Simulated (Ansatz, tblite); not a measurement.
# C11H22Se: a ladder of methods and basis sets

An exercise on one series of results from a longer session: the logs are not shown, and one member is left open.

Program: Ansatz 0.2.0, Gaussian basis. Level of theory: as each input shows. These are calculated values, not measurements.

The runs, in order: GFN1-xTB, GFN2-xTB, PBE-D4/def2-TZVP, r2SCAN-D4/def2-TZVP, HF/def2-TZVP, r2SCAN0-D4/def2-TZVP, PBE-D4/def2-SVP, PBE0-D4/def2-SVP, HF/STO-3G, HF/6-31G, B3LYP-D4/6-31G, MP2/def2-SVP.

3 further runs of the same task are left out: 3 that didn't finish.

### The structure

The geometry is that of the singlet, from an earlier relaxation (PBE-D4/def2-SVP).

SMILES `C=CCCCCCCCCC[SeH]`, 34 atoms, charge 0, spin multiplicity 1.

Bond lengths: C1–C2 1.344 Å, C1–H13 1.103 Å, C1–H14 1.101 Å, C2–C3 1.502 Å, C2–H15 1.107 Å, C3–C4 1.539 Å, C3–H16 1.112 Å, C3–H17 1.115 Å, C4–C5 1.531 Å, C4–H18 1.112 Å, C4–H19 1.114 Å, C5–C6 1.532 Å, C5–H20 1.114 Å, C5–H21 1.113 Å, C6–C7 1.534 Å, C6–H22 1.114 Å, C6–H23 1.112 Å, C7–C8 1.534 Å and more. Angles: C2–C1–H13 121.2°, C2–C1–H14 121.8°, H13–C1–H14 116.9°, C1–C2–C3 125.4°, C1–C2–H15 118.8°, C3–C2–H15 115.8°, C2–C3–C4 113.3°, C2–C3–H16 109.7°, C2–C3–H17 109.3°, C4–C3–H16 109.7°, C4–C3–H17 108.4°, H16–C3–H17 106.3°, C3–C4–C5 113.6°, C3–C4–H18 108.9°, C3–C4–H19 109.4°, C5–C4–H18 109.8°, C5–C4–H19 109.3°, H18–C4–H19 105.5° and more.

PBE0-D4/def2-TZVP was run before; its log isn't repeated, and its numbers join the tables.

The first run:

Tight binding, by tblite at 300 K electronic temperature and without a spin-polarisation term:

```python
tblite.interface.Calculator('GFN1-xTB', numbers, positions, charge=0, uhf=0).singlepoint()
```

Tight binding, by tblite at 300 K electronic temperature and without a spin-polarisation term:

```python
tblite.interface.Calculator('GFN2-xTB', numbers, positions, charge=0, uhf=0).singlepoint()
```

start.molden holds the orbitals of an earlier run on this state, given as this run's starting guess.

Contents of in.yaml:

```yaml
crystal:
  periodic: [false, false, false]
  atoms:
    - {symbol: C, position_ang: [-6.184185, 1.101713, 0.052600]}
    - {symbol: C, position_ang: [-5.259912, 0.186012, 0.390593]}
    - {symbol: C, position_ang: [-3.798231, 0.461142, 0.600108]}
    - {symbol: C, position_ang: [-2.892806, -0.258032, -0.415124]}
    - {symbol: C, position_ang: [-1.398464, -0.031257, -0.172069]}
    - {symbol: C, position_ang: [-0.504935, -0.715660, -1.211901]}
    - {symbol: C, position_ang: [1.000777, -0.487975, -1.023062]}
    - {symbol: C, position_ang: [1.594377, -1.151769, 0.226311]}
    - {symbol: C, position_ang: [3.123470, -1.061405, 0.328828]}
    - {symbol: C, position_ang: [3.664868, 0.360780, 0.532716]}
    - {symbol: C, position_ang: [5.186438, 0.395009, 0.637576]}
    - {symbol: Se, position_ang: [5.949282, 2.182337, 1.006921]}
    - {symbol: H, position_ang: [-5.917052, 2.164831, -0.073738]}
    - {symbol: H, position_ang: [-7.239627, 0.830229, -0.106816]}
    - {symbol: H, position_ang: [-5.573319, -0.868974, 0.508188]}
    - {symbol: H, position_ang: [-3.612728, 1.556706, 0.556585]}
    - {symbol: H, position_ang: [-3.504733, 0.135483, 1.625198]}
    - {symbol: H, position_ang: [-3.163127, 0.078571, -1.440431]}
    - {symbol: H, position_ang: [-3.107066, -1.350683, -0.393955]}
    - {symbol: H, position_ang: [-1.185866, 1.062178, -0.170314]}
    - {symbol: H, position_ang: [-1.140328, -0.387016, 0.850228]}
    - {symbol: H, position_ang: [-0.712963, -1.810231, -1.209864]}
    - {symbol: H, position_ang: [-0.800192, -0.357686, -2.222813]}
    - {symbol: H, position_ang: [1.538412, -0.876300, -1.916682]}
    - {symbol: H, position_ang: [1.199783, 0.606786, -1.004075]}
    - {symbol: H, position_ang: [1.143069, -0.712529, 1.143710]}
    - {symbol: H, position_ang: [1.299248, -2.224565, 0.229880]}
    - {symbol: H, position_ang: [3.469937, -1.699705, 1.171432]}
    - {symbol: H, position_ang: [3.577927, -1.500719, -0.588531]}
    - {symbol: H, position_ang: [3.345621, 1.015196, -0.307106]}
    - {symbol: H, position_ang: [3.220726, 0.805419, 1.449835]}
    - {symbol: H, position_ang: [5.544382, -0.221703, 1.488485]}
    - {symbol: H, position_ang: [5.669910, -0.005242, -0.276326]}
    - {symbol: H, position_ang: [5.467306, 2.779050, -0.266356]}
basis:
  gaussian: {orbitals: def2-TZVP, initial_orbitals: start.molden}
hamiltonian: {xc: pbe, dispersion: d4}
scf: {omitted_lower_state_checks: [starts]}
output: {orbitals: {seedname: orbitals}}
```

The run is started by

```
> ansatz run in.yaml --threads 4 --pin off --events-out ev --progress --plain --max-ram 6963MiB
```

Among the steps run: PBE-D4/def2-TZVP; r2SCAN-D4/def2-TZVP; HF/def2-TZVP; r2SCAN0-D4/def2-TZVP; PBE-D4/def2-SVP; PBE0-D4/def2-SVP; HF/STO-3G; HF/6-31G; B3LYP-D4/6-31G; MP2/def2-SVP.

One of the session's tables, all rows but one given; the rest of the session is left out.

It belongs to the step «Binding energy». 

| level | binding an atom (eV) |
| --- | --- |
| HF/STO-3G | 3.890 |
| HF/6-31G | 2.991 |
| HF/def2-SVP | 3.173 |
| HF/def2-TZVP | 3.110 |
| PBE-D4/def2-SVP | 4.272 |
| PBE-D4/def2-TZVP | 4.228 |
| r2SCAN-D4/def2-TZVP | 4.152 |
| B3LYP-D4/6-31G | 4.092 |
| PBE0-D4/def2-SVP | 4.225 |
| PBE0-D4/def2-TZVP | 4.178 |
| r2SCAN0-D4/def2-TZVP | ? |
| MP2/def2-SVP | 4.022 |

**Question.** Estimate the row for r2SCAN0-D4/def2-TZVP.

As computed: binding an atom (eV): 4.114. In the column «binding an atom (eV)» it lies between B3LYP-D4/6-31G (4.092) and r2SCAN-D4/def2-TZVP (4.152).

To keep in mind: Free atoms were run apart at each level; binding is atoms less cluster, divided by the number of atoms, without zero-point or spin-orbit terms.
